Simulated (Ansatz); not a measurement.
# Hf2TiN3: the cost of one run

Method: DFT PBE, scalar-relativistic, plane waves, PAW, in Ansatz 0.2.0.

## (1) The system as given

It takes space group I4/mmm (No. 139, tetragonal). Conventional cell: a = 3.159 Å, b = 3.159 Å, c = 13.448 Å, α = 90.00°, β = 90.00°, γ = 90.00°. Hf (site symmetry 4mm) is surrounded by 6 N at 2.14 to 2.34 Å. Around Ti (site symmetry 4/mmm) lie 6 N at 2.23 to 2.24 Å. N (site symmetry 4mm) has 5 Hf at 2.24 to 2.34 Å and 1 Ti at 2.24 Å in its first shell of neighbours. N (site symmetry 4/mmm) has 2 Hf at 2.14 Å and 4 Ti at 2.23 Å in its first shell of neighbours.

As a file:

```
Hf Ti N
1.0
    -1.57948    1.57948    6.72400
     1.57948   -1.57948    6.72400
     1.57948    1.57948   -6.72400
Hf Ti N
2 1 3
Direct
  0.65944 0.65944 0.00000
  0.34056 0.34056 0.00000
  0.00000 0.00000 0.00000
  0.16687 0.16687 0.00000
  0.83313 0.83313 0.00000
  0.50000 0.50000 0.00000
```

The start is the relaxed end of an invented cell (made as: elements ordered on the sites of the HfN type, Ti/Hf on Hf (I4/mmm, No. 139)), taken up again for a closer look.

## (2) A first look at the guess

Input file input.yaml:

```yaml
crystal:
  lattice:
    - [-1.5794848, 1.5794848, 6.7239951]
    - [1.5794848, -1.5794848, 6.7239951]
    - [1.5794848, 1.5794848, -6.7239951]
  atoms:
    - { symbol: Hf, position: [0.659442, 0.659442, 0.0] }
    - { symbol: Hf, position: [0.340558, 0.340558, 0.0] }
    - { symbol: Ti, position: [0.0, 0.0, 0.0] }
    - { symbol: "N", position: [0.166867, 0.166867, 0.0] }
    - { symbol: "N", position: [0.833133, 0.833133, 0.0] }
    - { symbol: "N", position: [0.5, 0.5, 0.0] }
basis:
  ecutwfc: 420
kpoints:
  mp_grid: { grid: [8, 8, 8] }
hamiltonian:
  xc: pbe
scf:
  occupations: { method: gaussian, width: 0.1 }
  lower_state_search: "off"
output:
  forces: true
  stress: true
  eigenvalues: true
```

The run is started by

```console
ansatz run input.yaml --threads 4 --pin off --max-ram 8192MiB --backend cpu --events-out ev --progress --plain --runs-dir out
```

**Question.** How long does this run take on 4 threads of Arm Neoverse V2, shared host, and how much memory does it need?

About 2.8 s, with a peak of 0.49 GiB.
